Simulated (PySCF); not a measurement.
**A diatomic session: TlCl**

One table from this session's results is given with a row withheld; the runs are named, their logs left out.

Computed with PySCF 2.14.0. Level: Tl def2-SVP with ECP60, Cl def2-SVP, scalar-relativistic core potentials.

The first run:

A driver script around PySCF takes these settings:

```json
{"atoms": "Tl, Cl", "charge": "0", "basis": "Tl def2-SVP with ECP60, Cl def2-SVP", "Hamiltonian": "scalar-relativistic core potentials", "basis functions": "44", "electrons treated": "38", "masses in u": "204.9744, 34.9689", "levels": "PBE0, PBE, r²SCAN, BP86, revPBE, r²SCANh, HF, MP2, SCS-MP2, CCSD, CCSD(T)", "grid": "80 radial by 434 angular points", "occupations": "held fixed by the projection of orbital angular momentum", "dissociation limit": "Tl + Cl, each in its ground configuration", "starting distance in angstrom": "2.400", "values of 2S to try": "0, 2"}
```

The run is started by

```sh
$ OMP_NUM_THREADS=1 python dia.py task.json out
```

Steps of the session up to this table: Input; PBE0 along the bond; Excited determinants; PBE; r²SCAN (meta-GGA); BP86 (GGA); revPBE (GGA); r²SCANh (hybrid meta-GGA); RHF (mean field); Adding correlation.

One of the session's tables, all rows but one given; the rest of the session is left out.

Energy (eV) from each level's lowest point:

```
R (Å)    RHF  RHF-MP2  RHF-SCS-MP2  RHF-CCSD  RHF-CCSD(T)
2.172  1.048    0.924        0.964       n/a          n/a
2.273  0.480    0.393        0.420     0.422        0.422
2.374      ?        ?            ?         ?            ?
2.450  0.044    0.018        0.026     0.026        0.026
2.526  0.000    0.000        0.000     0.000        0.000
2.602  0.013    0.038        0.031     0.030        0.030
2.703  0.093    0.151        0.135     0.133        0.134
2.829  0.261    0.358        0.331     0.329        0.330
2.981  0.516    0.657        0.620     0.617        0.619
3.183  0.894    1.087        1.037       n/a          n/a
```

**Question.** Estimate the row for R (Å) = 2.374.

Worked estimate for «RHF». A straight line through the neighbours (2.273, 0.480) and (2.450, 0.044) gives 0.480 + (0.044 − 0.480) × (2.374 − 2.273) / (2.450 − 2.273) = 0.231; a parabola fitted to 4 rows on both sides gives 0.152.

The run gave: RHF: 0.163; RHF-MP2: 0.111; RHF-SCS-MP2: 0.127; RHF-CCSD: 0.128; RHF-CCSD(T): 0.128. In «RHF» the line misses by +0.068 and the parabola by -0.011.

State 2 has its PBE0 minimum 4.03 eV higher. The other levels ran on the lowest alone.
